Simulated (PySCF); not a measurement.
# BiB (triplet): the SCF solver's settings

The same problem is solved with other solver options, one edit a run.

Computed with PySCF 2.14.0. Level: each script names its method and basis.

4 further runs of the same task are left out: 1 for a known fault of the program, 3 that didn't finish.

## (1) The system as given

BiB (triplet): 2 atoms, charge 0, spin multiplicity 3.

Bond lengths: Bi1–B2 2.275 Å.

## (2) The base run

input.py reads:

```python
from pyscf import gto, scf

mol = gto.M(
    atom='Bi 0 0 0; B 0 0 2.275',
    basis='def2-svp',
    ecp={'Bi': 'def2-svp'},
    charge=0,
    spin=2,
    verbose=3,
)
mf = scf.ROHF(mol)
mf.kernel()
mf.mulliken_pop()
mf.dip_moment()
print('orbital energies (hartree):', mf.mo_energy[..., max(0, mol.nelec[1]-3):mol.nelec[0]+3].round(4))
```

Launch:

```console
OMP_NUM_THREADS=1 python input.py
```

The log of this run is left out.

It gives: E(SCF) = -238.088829 Eh, μ = 0.14 D.

The bond length is a typed value, not an optimised one. The triplet is typed in the script; nothing here shows that it is the ground state.

## (3) Point-group symmetry on

Edit 1 changes point-group symmetry: off → on.

input.py reads:

```python
from pyscf import gto, scf

mol = gto.M(
    atom='Bi 0 0 0; B 0 0 2.275',
    basis='def2-svp',
    ecp={'Bi': 'def2-svp'},
    charge=0,
    spin=2,
    symmetry=True,
    verbose=3,
)
mf = scf.ROHF(mol)
mf.kernel()
mf.mulliken_pop()
mf.dip_moment()
print('orbital energies (hartree):', mf.mo_energy[..., max(0, mol.nelec[1]-3):mol.nelec[0]+3].round(4))
```

Launch:

```console
OMP_NUM_THREADS=1 python input.py
```

## (4) Initial guess atom

Edit 2 changes initial guess: minao → atom.

input.py: that of step 2 with these lines changed.

```diff
@@ -11,2 +11,3 @@
 mf = scf.ROHF(mol)
+mf.init_guess = 'atom'
 mf.kernel()
```

## (5) Convergence threshold 0.001 hartree

Edit 3 changes convergence threshold: default → 0.001 hartree.

input.py: that of step 2 with these lines changed.

```diff
@@ -11,2 +11,3 @@
 mf = scf.ROHF(mol)
+mf.conv_tol = 0.001
 mf.kernel()
```

## (6) Convergence threshold 1e-16 hartree

Edit 4 changes convergence threshold: default → 1e-16 hartree.

input.py: that of step 2 with these lines changed.

```diff
@@ -11,2 +11,3 @@
 mf = scf.ROHF(mol)
+mf.conv_tol = 1e-16
 mf.kernel()
```

## (7) Smearing width 0.001 hartree

Edit 5 changes smearing width: none → 0.001 hartree.

input.py: that of step 2 with these lines changed.

```diff
@@ -11,2 +11,3 @@
 mf = scf.ROHF(mol)
+mf = scf.addons.smearing_(mf, sigma=0.001, method='fermi')
 mf.kernel()
```

Before running it: what results should come out? Wanted: for each run, E(SCF); from base; SCF dipole.

The runs gave:

| run | E(SCF) (hartree) | from base (eV) | SCF dipole (D) |
| --- | --- | --- | --- |
| base | -238.088829 | 0 | 0.14 |
| point-group symmetry on | -238.091590 | -0.0751 | 2.06 |
| initial guess atom | -238.088829 | 0.0000 | 0.14 |
| convergence threshold 0.001 hartree | -238.088706 | not comparable | 0.32 |
| convergence threshold 1e-16 hartree | -238.088829 | 0.0000 | 0.14 |
| smearing width 0.001 hartree (poor choice) | -238.016901 | not comparable | 0.31 |

**Reading.** No change of the SCF energy comes from initial guess atom or convergence threshold 1e-16 hartree. With point-group symmetry on the SCF ends in another solution, 0.08 eV lower: the path to self-consistency decides the state here. Rows marked «poor choice» come from settings spoiled on purpose.
